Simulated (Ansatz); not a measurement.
The system is HfIn4SiO6.

```xyz
12
Lattice="2.7159 -4.7036 0.0083 2.7159 4.7036 0.0083 -1.8792 0.0000 7.4013" Properties=species:S:1:pos:R:3 pbc="T T T"
Hf    2.7159   -2.7125    0.0083
In    1.7763   -1.1453    3.7090
In    2.7159    0.4231    0.0083
In    1.7763    2.0313    3.7090
In    1.7763   -4.3098    3.7090
Si    2.7159    3.5589    0.0083
O    -1.1497    0.2444    6.4159
O     4.7022    0.2444    1.0021
O     1.9910   -1.2091    6.4253
O     1.5616   -1.2091    0.9927
O     1.8741    2.2355    0.9933
O     1.6785    2.2355    6.4246
```

The cell was built by a generator and needn't be a form met in nature.

Base run:

* Program: Ansatz 0.2.0
* Functional: PBE
* Potentials or basis: Ansatz PAW
* Cutoff: 420 eV
* Density cutoff: 1680 eV
* k mesh: 6 × 6 × 4
* Occupations: fermi-dirac, width 0.05 eV
* Spin: no spin polarisation

Its results: band gap on the k mesh none (metal or under the smearing width); pressure 0.0 GPa; largest force 0.013 eV/Å.

After a change of settings the same cell gave: band gap on the k mesh none (metal or under the smearing width); pressure -4.4 GPa; largest force 0.185 eV/Å. Which change was it?
A. potentials or basis from Ansatz PAW to Ansatz NC; cutoff from 420 eV to 1240 eV; density cutoff from 1680 eV to 4960 eV
B. potentials or basis from Ansatz PAW to Ansatz PAW earlier set; cutoff from 420 eV to 900 eV; density cutoff from 1680 eV to 3600 eV; valence electrons from 118 to 150
C. functional from PBE to PBEsol

C.

PBEsol binds more tightly than PBE, so the same cell stands under less pressure.

Caveats: the PAW data sets come from PBE, with cores solved anew for the run's functional, which leaves a small shift of forces and pressure (some runs).

Not every run made on this cell is shown here.
